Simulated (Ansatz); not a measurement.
**C₃H₉FS₃Sn: up Jacob's ladder to CCSD(T)**

An exercise on one series of results from a longer session: the logs are not shown, and one member is left open.

The runs use Ansatz 0.2.0, Gaussian basis; functionals in def2-TZVPP, the program's frozen cores in correlated methods.

Plan: LDA (SPW92), PBE-D4, revPBE-D4, BLYP-D4, r2SCAN-D4, B97M-V, PBE0-D4, B3LYP-D4, r2SCANh-D4, r2SCAN0-D4, HSE06-D4, BHLYP-D4, CAM-B3LYP-D4, LC-ωPBE, ωB97X-V, ωB97M-V, B2PLYP, PBE-QIDH; CCSD(T)/def2-SVP; CCSD(T)/def2-TZVPP; MP2/def2-QZVPP; extrapolation to the limit; RPA on PBE.

## The geometry

All runs share one geometry, relaxed beforehand with PBE0-D4 in a triple-zeta def2 set. Sn takes the def2 core potential; no spin-orbit term is included.

17 atoms, charge 0, spin multiplicity 1.

Atoms are counted from 1 here; the program's logs count them from 0.

Bond lengths: C1–S2 1.821 Å, C1–H9 1.090 Å, C1–H10 1.090 Å, C1–H11 1.090 Å, S2–Sn3 2.384 Å, Sn3–F4 1.927 Å, Sn3–S5 2.371 Å, Sn3–S7 2.371 Å, S5–C6 1.821 Å, C6–H12 1.090 Å, C6–H13 1.090 Å, C6–H14 1.089 Å, S7–C8 1.821 Å, C8–H15 1.090 Å, C8–H16 1.090 Å, C8–H17 1.089 Å. Angles: S2–C1–H9 111.4°, S2–C1–H10 111.4°, S2–C1–H11 106.1°, H9–C1–H10 109.9°, H9–C1–H11 108.9°, H10–C1–H11 108.9°, C1–S2–Sn3 97.5°, S2–Sn3–F4 100.9°, S2–Sn3–S5 112.9°, S2–Sn3–S7 112.9°, F4–Sn3–S5 109.0°, F4–Sn3–S7 109.0°, S5–Sn3–S7 111.6°, Sn3–S5–C6 98.3°, S5–C6–H12 105.9°, S5–C6–H13 111.4°, S5–C6–H14 110.9°, H12–C6–H13 109.1° and more.

Geometry (Å):

```mol
C3H9FS3Sn
  3D, bonds by distance, orders not assigned

 17 16  0  0  0  0  0  0  0  0999 V2000
   -0.3530    1.6637   -1.6450 C   0  0
   -0.8590    1.5037    0.0971 S   0  0
    0.1561   -0.6104    0.5249 Sn  0  0
   -0.3266   -0.8802    2.3703 F   0  0
    2.5200   -0.5518    0.3460 S   0  0
    2.8309    0.8636    1.4491 C   0  0
   -0.7733   -2.3602   -0.7780 S   0  0
   -2.5279   -2.0828   -0.3759 C   0  0
    0.7321    1.6836   -1.7438 H   0  0
   -0.7664    0.8606   -2.2546 H   0  0
   -0.7571    2.6147   -1.9918 H   0  0
    3.8897    1.0992    1.3425 H   0  0
    2.2419    1.7324    1.1563 H   0  0
    2.6240    0.6021    2.4854 H   0  0
   -3.0937   -2.7410   -1.0351 H   0  0
   -2.8208   -1.0507   -0.5667 H   0  0
   -2.7362   -2.3466    0.6596 H   0  0
  1  2  8  0
  2  3  8  0
  3  4  8  0
  3  5  8  0
  5  6  8  0
  3  7  8  0
  7  8  8  0
  1  9  8  0
  1 10  8  0
  1 11  8  0
  6 12  8  0
  6 13  8  0
  6 14  8  0
  8 15  8  0
  8 16  8  0
  8 17  8  0
M  END
```

Set-up of the first run:

The input, in.yaml:

```yaml
crystal:
  periodic: [false, false, false]
  atoms:
    - {symbol: C, position_ang: [-0.352968, 1.663695, -1.644969]}
    - {symbol: S, position_ang: [-0.858980, 1.503657, 0.097105]}
    - {symbol: Sn, position_ang: [0.156118, -0.610423, 0.524854]}
    - {symbol: F, position_ang: [-0.326582, -0.880232, 2.370317]}
    - {symbol: S, position_ang: [2.519999, -0.551827, 0.346001]}
    - {symbol: C, position_ang: [2.830935, 0.863637, 1.449083]}
    - {symbol: S, position_ang: [-0.773338, -2.360245, -0.778010]}
    - {symbol: C, position_ang: [-2.527902, -2.082827, -0.375928]}
    - {symbol: H, position_ang: [0.732096, 1.683621, -1.743760]}
    - {symbol: H, position_ang: [-0.766372, 0.860591, -2.254588]}
    - {symbol: H, position_ang: [-0.757051, 2.614651, -1.991758]}
    - {symbol: H, position_ang: [3.889748, 1.099210, 1.342468]}
    - {symbol: H, position_ang: [2.241854, 1.732392, 1.156324]}
    - {symbol: H, position_ang: [2.623989, 0.602069, 2.485419]}
    - {symbol: H, position_ang: [-3.093720, -2.741008, -1.035133]}
    - {symbol: H, position_ang: [-2.820774, -1.050710, -0.566709]}
    - {symbol: H, position_ang: [-2.736153, -2.346552, 0.659585]}
basis:
  gaussian: {orbitals: def2-TZVPP}
hamiltonian: {xc: lda}
output: {orbitals: {seedname: orbitals}}
```

Run with:

```bash
$ ansatz run in.yaml --threads 4 --pin off --events-out ev --progress --plain --max-ram 66560MiB --backend cuda --devices 0, --max-vram 37GiB
```

Among the steps run: LDA; PBE-D4 (GGA); revPBE-D4 (GGA); BLYP-D4 (GGA); r2SCAN-D4 (meta-GGA); B97M-V (meta-GGA); B3LYP-D4 (hybrid); r2SCANh-D4 (hybrid); r2SCAN0-D4 (hybrid); HSE06-D4 (hybrid); BHLYP-D4 (hybrid); CAM-B3LYP-D4 (range-separated); LC-ωPBE (range-separated); ωB97X-V (range-separated); ωB97M-V (range-separated); B2PLYP (double hybrid); PBE-QIDH (double hybrid).

One of the session's tables, all rows but one given; the rest of the session is left out.

It belongs to the step «Frontier levels by functional». 

| functional | HOMO (eV) | LUMO (eV) | gap (eV) |
| --- | --- | --- | --- |
| LDA (SPW92) | -6.08 | -2.85 | 3.23 |
| PBE-D4 | -5.96 | -2.55 | 3.41 |
| revPBE-D4 | -5.91 | -2.44 | 3.47 |
| BLYP-D4 | -5.80 | -2.47 | 3.33 |
| r2SCAN-D4 | -6.23 | -2.36 | 3.87 |
| B97M-V | -6.32 | -2.27 | 4.05 |
| PBE0-D4 | -7.20 | -1.68 | 5.52 |
| B3LYP-D4 | -6.95 | -1.96 | 5.00 |
| r2SCANh-D4 | ? | ? | ? |
| r2SCAN0-D4 | -7.38 | -1.58 | 5.80 |
| HSE06-D4 | -6.80 | -2.05 | 4.75 |
| BHLYP-D4 | -8.30 | -0.72 | 7.58 |
| CAM-B3LYP-D4 | -8.53 | -0.71 | 7.82 |
| LC-ωPBE | -9.94 | 0.47 | 10.41 |
| ωB97X-V | -9.57 | 0.37 | 9.94 |
| ωB97M-V | -9.40 | 0.23 | 9.64 |

Q: Estimate the row for r2SCANh-D4 from the others.

Worked estimate for «HOMO (eV)». Against the share of exact exchange, r2SCAN-D4 (0, -6.23), r2SCAN0-D4 (0.25, -7.38) give a slope of -4.60 per unit share; at 0.1 the line stands at -6.69.

**Answer.** HOMO (eV): -6.69; LUMO (eV): -2.05; gap (eV): 4.64. In «HOMO (eV)» the line misses by 0.00.
